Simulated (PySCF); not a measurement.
# C6H2Cl2O2 (2,5-dichloro-1,4-benzoquinone): the cost of one run

The runs use PySCF 2.14.0, with density-fitted response routines of our own; the level of theory stands in each step. All values are computed, except where a source is named. Atoms count from 0, in the outputs and in this text.

**1. Starting geometry**

12 atoms, charge 0, multiplicity 1; geometry from: GFN2-xTB. The atoms were then displaced at random by about 0.01 Å, so the start is not that level's minimum.

Bonds of the start (Å): O0–C1 1.20, C1–C2 1.48, C2–C3 1.32, C3–Cl4 1.74, C3–C5 1.47, C5–O6 1.21, C5–C7 1.48, C7–C8 1.34, C8–Cl9 1.70, C8–C1 1.49, C2–H10 1.07, C7–H11 1.08.

**2. Relaxing the molecule at PBE0-D3(BJ)/def2-SVP**

The job: settings as JSON, then the geometry in Å.

```
{"job": {"xc": "PBE0", "basis": "def2-SVP", "d3": "d3bj", "grid": 1, "shake": 0.01, "kind": "geom"}, "charge": 0, "multiplicity": 1}
O      0.985080     2.469410     0.120670
C      0.514420     1.367060     0.060950
C     -0.936060     1.081480     0.027330
C     -1.369430    -0.162730    -0.027600
Cl    -3.078640    -0.495270    -0.063340
C     -0.523500    -1.366320    -0.072770
O     -0.954080    -2.496450    -0.128150
C      0.931670    -1.078190    -0.045160
C      1.401160     0.170380     0.039970
Cl     3.073420     0.485630     0.066020
H     -1.578660     1.940330     0.076500
H      1.574310    -1.943600    -0.063440
```

Run with:

```sh
$ OMP_NUM_THREADS=1 python probes_run.py task.json out
```

This one command runs all jobs of the session in turn.

Q: Estimate the wall time and peak memory of this first job on 1 thread of Intel Xeon Platinum 8559C, shared host.

About 90 s, with a peak of 0.66 GiB.
